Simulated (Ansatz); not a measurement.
# CH6N2Si: how energies converge with the basis set

An exercise on one series of results from a longer session: the logs are not shown, and one member is left open.

Computed with Ansatz 0.2.0, Gaussian basis. Level: one geometry, several basis sets.

Levels to be run: PBE0-D4/def2-SVP; ωB97M-V/def2-SVP; PBE0-D4/def2-QZVPP; ωB97M-V/def2-QZVPP; the functionals' def2-TZVPP values are taken from earlier runs.

## The relaxed structure

An earlier PBE0-D4 in a triple-zeta def2 set relaxation fixed the geometry.

10 atoms, charge 0, spin multiplicity 1.

Atoms are counted from 1 here; the program's logs count them from 0.

Bond lengths: N1–Si2 1.694 Å, N1–H5 1.005 Å, N1–H6 1.005 Å, Si2–C3 1.828 Å, Si2–N4 1.692 Å, Si2–H7 1.481 Å, C3–N4 1.509 Å, C3–H8 1.091 Å, C3–H9 1.089 Å, N4–H10 1.006 Å. Angles: Si2–N1–H5 122.9°, Si2–N1–H6 121.9°, H5–N1–H6 113.3°, N1–Si2–C3 129.3°, N1–Si2–N4 118.3°, N1–Si2–H7 107.5°, C3–Si2–N4 50.6°, C3–Si2–H7 118.4°, N4–Si2–H7 123.1°, Si2–C3–N4 60.0°, Si2–C3–H8 118.3°, Si2–C3–H9 125.2°, N4–C3–H8 116.5°, N4–C3–H9 113.8°, H8–C3–H9 112.1°, Si2–N4–C3 69.4°, Si2–N4–H10 134.4°, C3–N4–H10 119.3°.

The first run:

The input, in.yaml:

```yaml
crystal:
  periodic: [false, false, false]
  atoms:
    - {symbol: N, position_ang: [-1.675363, 0.788321, -0.016028]}
    - {symbol: Si, position_ang: [-0.023523, 0.504583, 0.232998]}
    - {symbol: C, position_ang: [0.885619, -1.081280, 0.268468]}
    - {symbol: N, position_ang: [0.854675, -0.258378, -0.996308]}
    - {symbol: H, position_ang: [-2.258871, 0.174324, -0.557739]}
    - {symbol: H, position_ang: [-2.196768, 1.425740, 0.559980]}
    - {symbol: H, position_ang: [0.508677, 1.639873, 1.020283]}
    - {symbol: H, position_ang: [1.837464, -1.120785, 0.801175]}
    - {symbol: H, position_ang: [0.433686, -2.066255, 0.163600]}
    - {symbol: H, position_ang: [1.717703, -0.057242, -1.473531]}
basis:
  gaussian: {orbitals: def2-SVP}
hamiltonian: {xc: pbe0, dispersion: d4}
output: {orbitals: {seedname: orbitals}}
```

Started as:

```sh
ansatz run in.yaml --threads 2 --pin off --events-out ev --progress --plain --max-ram 4352MiB
```

Among the steps run: PBE0-D4 in def2-SVP; ωB97M-V in def2-SVP; PBE0-D4 in def2-QZVPP; ωB97M-V in def2-QZVPP.

One of the session's tables, all rows but one given; the rest of the session is left out.

It belongs to the step «Density functionals: the series». 

```
functional       basis  HOMO (eV)  LUMO (eV)
   PBE0-D4    def2-SVP          ?          ?
   PBE0-D4  def2-TZVPP      -6.45       0.91
   PBE0-D4  def2-QZVPP      -6.49       0.59
   ωB97M-V    def2-SVP      -8.50       3.31
   ωB97M-V  def2-TZVPP      -8.73       2.34
   ωB97M-V  def2-QZVPP      -8.77       1.79
```

Estimate the missing values for PBE0-D4, def2-SVP.

As computed: HOMO (eV): -6.23; LUMO (eV): 1.60. In the column «HOMO (eV)» it is the highest.
